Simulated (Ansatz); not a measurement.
# O2Zn2: the cost of one run

Computed with Ansatz 0.2.0 (the levels named in each step, unless a step's input says otherwise).

## (1) The system as given

Bond lengths: O1–Zn2 1.691 Å, Zn2–O3 1.739 Å, O3–Zn4 1.803 Å. Angles: O1–Zn2–O3 180.0°, Zn2–O3–Zn4 180.0°.

Coordinates:

```xyz
4

O     0.0000    0.0000   -2.5885
Zn    0.0000    0.0000   -0.8978
O     0.0000    0.0000    0.8416
Zn    0.0000    0.0000    2.6446
```

## (2) A rough first relaxation, PBE-D4/def2-SVPD

Input file input.yaml:

```yaml
crystal:
  periodic: [false, false, false]
  atoms:
    - { symbol: O, position_ang: [0.0, 0.0, -2.58846] }
    - { symbol: Zn, position_ang: [0.0, 0.0, -0.89778] }
    - { symbol: O, position_ang: [0.0, 0.0, 0.84162] }
    - { symbol: Zn, position_ang: [0.0, 0.0, 2.64462] }
magnetization:
  spin_polarized: true
  initial_magnetization: 1
total_charge: -1
basis:
  gaussian: { orbitals: def2-SVPD }
hamiltonian:
  xc: pbe
  dispersion: d4
relax:
  f_tol: 0.03
  max_steps: 200
```

On the command line:

```bash
$ ansatz run input.yaml --threads 4 --pin off --max-ram 10240MiB --backend cpu --events-out ev --progress --plain --runs-dir out
```

**Question.** How long does this run take on 4 threads of AMD EPYC 9R45 (Zen 5), shared host, and how much memory does it need?

About 22 s, with a peak of 0.31 GiB.
